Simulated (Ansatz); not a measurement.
# C₅H₁₀Br₂: small, medium and large basis sets

Aim: see how fast density functionals converge with the basis set for C₅H₁₀Br₂.

Program: Ansatz 0.2.0, Gaussian basis. Level of theory: one geometry, several basis sets. These are calculated values, not measurements.

Levels to be run: PBE0-D4/def2-SVP; ωB97M-V/def2-SVP; PBE0-D4/def2-QZVPP; ωB97M-V/def2-QZVPP; the functionals' def2-TZVPP values are taken from earlier runs.

### 1 The relaxed structure

The geometry comes from an earlier relaxation with PBE0-D4 in a triple-zeta def2 set; it is a stationary point, not always the lowest conformer.

SMILES `CC(Br)C(C)(C)Br`, 17 atoms, charge 0, spin multiplicity 1.

Atoms are counted from 1 here; the program's logs count them from 0.

Bond lengths: C1–C2 1.510 Å, C1–H8 1.090 Å, C1–H9 1.090 Å, C1–H10 1.092 Å, C2–Br3 1.979 Å, C2–C4 1.530 Å, C2–H11 1.089 Å, C4–C5 1.515 Å, C4–C6 1.512 Å, C4–Br7 1.999 Å, C5–H12 1.092 Å, C5–H13 1.091 Å, C5–H14 1.090 Å, C6–H15 1.090 Å, C6–H16 1.089 Å, C6–H17 1.094 Å. Angles: C2–C1–H8 110.0°, C2–C1–H9 111.5°, C2–C1–H10 109.9°, H8–C1–H9 108.0°, H8–C1–H10 108.6°, H9–C1–H10 108.9°, C1–C2–Br3 107.3°, C1–C2–C4 116.8°, C1–C2–H11 111.1°, Br3–C2–C4 109.2°, Br3–C2–H11 103.0°, C4–C2–H11 108.5°, C2–C4–C5 112.8°, C2–C4–C6 114.2°, C2–C4–Br7 104.2°, C5–C4–C6 111.9°, C5–C4–Br7 105.6°, C6–C4–Br7 107.4° and more.

### 2 PBE0-D4 in def2-SVP

Input file in.yaml:

```yaml
crystal:
  periodic: [false, false, false]
  atoms:
    - {symbol: C, position_ang: [-1.714208, -0.242627, 1.141980]}
    - {symbol: C, position_ang: [-0.210884, -0.267162, 1.004333]}
    - {symbol: Br, position_ang: [0.499514, 1.275700, 2.020598]}
    - {symbol: C, position_ang: [0.352245, -0.235398, -0.417824]}
    - {symbol: C, position_ang: [1.866423, -0.262161, -0.449897]}
    - {symbol: C, position_ang: [-0.210968, 0.870580, -1.282259]}
    - {symbol: Br, position_ang: [-0.232161, -1.972729, -1.215348]}
    - {symbol: H, position_ang: [-1.992769, -0.323489, 2.192316]}
    - {symbol: H, position_ang: [-2.135423, 0.684226, 0.752174]}
    - {symbol: H, position_ang: [-2.150305, -1.084098, 0.600126]}
    - {symbol: H, position_ang: [0.216337, -1.122546, 1.525946]}
    - {symbol: H, position_ang: [2.256364, 0.691275, -0.088097]}
    - {symbol: H, position_ang: [2.263198, -1.059670, 0.180040]}
    - {symbol: H, position_ang: [2.217771, -0.418219, -1.469857]}
    - {symbol: H, position_ang: [0.219530, 0.821677, -2.282500]}
    - {symbol: H, position_ang: [-1.294553, 0.808771, -1.372745]}
    - {symbol: H, position_ang: [0.049867, 1.835868, -0.838986]}
basis:
  gaussian: {orbitals: def2-SVP}
hamiltonian: {xc: pbe0, dispersion: d4}
output: {orbitals: {seedname: orbitals}}
```

Launch:

```bash
> ansatz run in.yaml --threads 4 --pin off --events-out ev --progress --plain --max-ram 63488MiB --backend cpu
```

The runs that follow: ωB97M-V in def2-SVP; PBE0-D4 in def2-QZVPP; ωB97M-V in def2-QZVPP.

Before running them: what should the planned runs give, taken together? Wanted: PBE0-D4: double and triple zeta above quadruple; ωB97M-V: double and triple zeta above quadruple.

**Answer**, as computed:

| quantity | value |
| --- | --- |
| PBE0-D4: double and triple zeta above quadruple | 25.88, 3.15 eV |
| ωB97M-V: double and triple zeta above quadruple | 26.08, 3.05 eV |

In words: For PBE0-D4 the step from double to triple zeta gains 22.73 eV and the next only 3.15 eV. Total energies overstate the basis error of differences, where much of it tends to cancel.
